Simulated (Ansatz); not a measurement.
# BGe+ (singlet): wave-function methods side by side, cc-pVTZ

An exercise on one series of results from a longer session: the logs are not shown, and one member is left open.

Program: Ansatz 0.2.0, Gaussian basis. Level of theory: cc-pVTZ, core rule «outside noble gas», up to 15 orbitals frozen. These are calculated values, not measurements.

The runs, in order: UHF; CCSD(T) on RHF; CCSD(T) on UHF; BCCD(T) on RHF; CISD; CCSDT(Q) on RHF; CCSDT(Q) on UHF; CCSDTQ on RHF; CASSCF and MRCISD+Q, 6 electrons in 8 orbitals; CASSCF and NEVPT2, 6 electrons in 8 orbitals; Full CI.

3 further runs of the same task are left out: 3 set aside as unsound or not needed. Runs told in other sessions of the task aren't counted.

## The system

The geometry is a PBE0/def2-TZVP stationary point (not a proven minimum). No spin-orbit coupling is included. The filled d shell of Ge may be among the frozen orbitals whatever the setting's name suggests.

2 atoms, charge 1, spin multiplicity 1.

Atoms are counted from 1 here; the program's logs count them from 0.

No contacts short enough for the rule that draws bonds.

Set-up of the first run:

in.yaml reads:

```yaml
crystal:
  periodic: [false, false, false]
  atoms:
    - {symbol: Ge, position_ang: [0.000000, 0.000000, 0.000000]}
    - {symbol: B, position_ang: [0.000000, 0.000000, 2.564000]}
basis:
  gaussian: {orbitals: cc-pVTZ}
total_charge: 1
magnetization: {spin_polarized: true, initial_magnetization: 0}
hamiltonian: {xc: hf}
output: {orbitals: {seedname: orbitals}}
```

Started as:

```bash
> ansatz run in.yaml --threads 1 --pin off --events-out ev --progress --plain --max-ram 2624MiB --backend cpu
```

Steps of the session up to this table: UHF; CCSD(T) on RHF; CCSD(T) on UHF; BCCD(T) on RHF; CISD; CCSDT(Q) on RHF; CCSDT(Q) on UHF; CCSDTQ on RHF; CASSCF and MRCISD+Q, 6 electrons in 8 orbitals; CASSCF and NEVPT2, 6 electrons in 8 orbitals; Full CI.

One table of the session follows, with a row left open; its other results are not shown here.

```
          method  from FCI (meV)
             RHF         +4443.3
            RMP2         +1323.5
            CISD          +526.0
           RCCSD          +206.2
        RCCSD(T)           +54.5
         BCCD(T)           +54.5
          RCCSDT               ?
       RCCSDT(Q)            +6.3
         RCCSDTQ            +1.0
  CASSCF valence         +1903.3
  NEVPT2 valence          +567.8
  MRCISD valence          +140.6
MRCISD+Q valence           +58.6
             FCI               0
```

**Question.** Estimate the row for RCCSDT.

As computed: from FCI (meV): +21.1. In the column «from FCI (meV)» it lies between RCCSDT(Q) (+6.3) and RCCSD(T) (+54.5).

To keep in mind: Left out of the table: UHF, UMP2, UCCSD, UCCSD(T), UCCSDT, UCCSDT(Q) (another determinant or state than the rows shown).
